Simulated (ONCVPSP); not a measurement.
# Pseudopotential generation for Ge: ONCV, PBEsol

Aim: build the potential from the settings below, then test how well it stands in for the atom: other configurations, scattering, ghost states and the plane-wave cutoff that it needs.

The numbers are computed with ONCVPSP 4.0.1 (PBEsol, scalar-relativistic, spin-unpolarised reference atom).

### Step 1. Settings

Typed settings, in words:

```
element                 : germanium (Ge, Z = 32)
type                    : optimised norm-conserving Vanderbilt (ONCV)
frozen core             : [Ne]
valence charge          : 22
reference configuration : 3s2 3p6 3d10 4s2 4p2
partial waves           : 3s+4s: rc 1.25 bohr, ncon 4, nbas 7, qcut 12.4 1/bohr, 2 projectors; 3p+4p: rc 1.25 bohr, ncon 3, nbas 7, qcut 9.9 1/bohr, 2 projectors; 3d: rc 1.35 bohr, ncon 4, nbas 8, qcut 12.5 1/bohr, 3 projectors, debl 2.4 Ha
local potential         : polynomial inside 1.20 bohr (lpopt 4, dvloc0 2 Ha)
core correction         : Teter function, fcfact 5.5, rcfact 1.1
```

### Step 2. Generating the potential

Contents of Ge.dat:

```
# ATOM AND REFERENCE CONFIGURATION
# atsym  z   nc   nv     iexc    psfile
  Ge 32.00    3    5  -116133      upf
#
#   n    l    f
    1    0    2.00
    2    0    2.00
    2    1    6.00
    3    0    2.00
    3    1    6.00
    3    2   10.00
    4    0    2.00
    4    1    2.00
#
# PSEUDOPOTENTIAL AND OPTIMIZATION
# lmax
    2
#
#   l,   rc,      ep,       ncon, nbas, qcut
    0    1.25    0.00    4    7   12.40
    1    1.25    0.00    3    7    9.90
    2    1.35    0.00    4    8   12.50
#
# LOCAL POTENTIAL
# lloc, lpopt,  rc(5),   dvloc0
    4    4    1.20    2.00
#
# VANDERBILT-KLEINMAN-BYLANDER PROJECTORs
# l, nproj, debl
    0    2    2.60
    1    2    1.00
    2    3    2.40
#
# MODEL CORE CHARGE
# icmod, fcfact, rcfact
    3    5.50    1.10
#
# LOG DERIVATIVE ANALYSIS
# epsh1, epsh2, depsh
   -8.00    5.00    0.04
#
# OUTPUT GRID
# rlmax, drl
    6.00    0.01
#
# TEST CONFIGURATIONS
# ncnf
    4
# nvcnf
#   n    l    f
    5
    3    0    2.00
    3    1    6.00
    3    2   10.00
    4    0    2.00
    4    1    1.00
#
    5
    3    0    2.00
    3    1    6.00
    3    2   10.00
    4    0    2.00
    4    1    0.00
#
    5
    3    0    2.00
    3    1    6.00
    3    2   10.00
    4    0    1.00
    4    1    0.00
#
    5
    3    0    2.00
    3    1    6.00
    3    2   10.00
    4    0    0.00
    4    1    0.00
#
```

Launch:

```sh
$ oncvpsp.x < Ge.dat > Ge.out
```

What does the calculation give? Wanted: cutoffs for 1 and 0.1 mHa per electron, occupied waves; bound ghosts; GHOST(+) flags; largest test error; largest phase difference near zero energy, channels read; rms error of d²Exc/dn², without and with the model core.

**Answer**, as computed:

| quantity | value |
| --- | --- |
| cutoffs for 1 and 0.1 mHa per electron, occupied waves | 61 Ha and 68 Ha |
| bound ghosts | none found |
| GHOST(+) flags | none at low energy |
| largest test error (AE − PS) | -7.6 meV, for 3s2 3p6 3d10 4s1 4p0 (1 test unsolved) |
| largest phase difference near zero energy, channels read | 0.000 rad |
| rms error of d²Exc/dn², without and with the model core | 3.56 and 0.93 mHa |

In words: The worst unpolarised test, 3s2 3p6 3d10 4s1 4p0, is off by 7.6 meV on 57.7 eV; by total energies transferability rates as good where solved. Of the tests 1 gave no usable energy difference, which is a warning in itself. It counts as hard, with 61 Ha needed at the looser tolerance. At the looser tolerance the 3d wave is the slowest; 3p needs 41 Ha. The program's ghost test flags no bound state. Near zero energy the phases of the channels with partial waves agree within 0.001 rad. All of this concerns the isolated atom, not yet a solid.
